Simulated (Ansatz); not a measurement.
# ScCrC6N6: the cost of one run

Method: DFT PBE, scalar-relativistic, plane waves, PAW, in Ansatz 0.2.0.

**1. The starting structure**

It takes space group Fm-3m (No. 225, cubic). The conventional cell has a = 10.456 Å, b = 10.456 Å, c = 10.456 Å, α = 90.00°, β = 90.00°, γ = 90.00°. Sc (site symmetry m-3m) is surrounded by 6 N at 2.12 Å. Around Cr (site symmetry m-3m) lie 6 C at 1.94 Å. C (site symmetry 4mm) is surrounded by 1 N at 1.17 Å. N (site symmetry 4mm) is surrounded by 1 C at 1.17 Å.

Structure file:

```
CELL_PARAMETERS angstrom
0.00000 5.22800 5.22800
5.22800 0.00000 5.22800
5.22800 5.22800 0.00000
ATOMIC_POSITIONS crystal
Sc 0.50000 0.50000 0.50000
Cr 0.00000 0.00000 0.00000
C 0.81465 0.18535 0.18535
C 0.18535 0.81465 0.18535
C 0.18535 0.18535 0.81465
C 0.18535 0.81465 0.81465
C 0.81465 0.18535 0.81465
C 0.81465 0.81465 0.18535
N 0.70275 0.29725 0.29725
N 0.29725 0.70275 0.29725
N 0.29725 0.29725 0.70275
N 0.29725 0.70275 0.70275
N 0.70275 0.29725 0.70275
N 0.70275 0.70275 0.29725
```

The cell is invented: cyanide-bridged rock-salt net of two metals, 0 guest cations a cell (Fm-3m, No. 225). Its size is a rough estimate.

**2. Probe: one point on a coarse mesh**

Input file input.yaml:

```yaml
crystal:
  lattice:
    - [0.0, 5.228, 5.228]
    - [5.228, 0.0, 5.228]
    - [5.228, 5.228, 0.0]
  atoms:
    - { symbol: Sc, position: [0.5, 0.5, 0.5] }
    - { symbol: Cr, position: [0.0, 0.0, 0.0], spin: 3.0 }
    - { symbol: C, position: [0.81465187, 0.18534813, 0.18534813] }
    - { symbol: C, position: [0.18534813, 0.81465187, 0.18534813] }
    - { symbol: C, position: [0.18534813, 0.18534813, 0.81465187] }
    - { symbol: C, position: [0.18534813, 0.81465187, 0.81465187] }
    - { symbol: C, position: [0.81465187, 0.18534813, 0.81465187] }
    - { symbol: C, position: [0.81465187, 0.81465187, 0.18534813] }
    - { symbol: "N", position: [0.7027544, 0.2972456, 0.2972456] }
    - { symbol: "N", position: [0.2972456, 0.7027544, 0.2972456] }
    - { symbol: "N", position: [0.2972456, 0.2972456, 0.7027544] }
    - { symbol: "N", position: [0.2972456, 0.7027544, 0.7027544] }
    - { symbol: "N", position: [0.7027544, 0.2972456, 0.7027544] }
    - { symbol: "N", position: [0.7027544, 0.7027544, 0.2972456] }
basis:
  ecutwfc: 420
kpoints:
  mp_grid: { grid: [4, 4, 4] }
hamiltonian:
  xc: pbe
scf:
  occupations: { method: gaussian, width: 0.1 }
  lower_state_search: "off"
output:
  forces: true
  stress: true
  eigenvalues: true
  populations: true
magnetization:
  spin_polarized: true
```

The run is started by

```sh
$ ansatz run input.yaml --threads 1 --pin off --max-ram 2560MiB --backend cpu --events-out ev --progress --plain --runs-dir out
```

Q: Estimate wall time and peak memory on 1 thread of Intel Xeon Platinum 8175M at 2.50GHz (Skylake/Cascade Lake), shared host.

About 29 s, with a peak of 0.76 GiB.
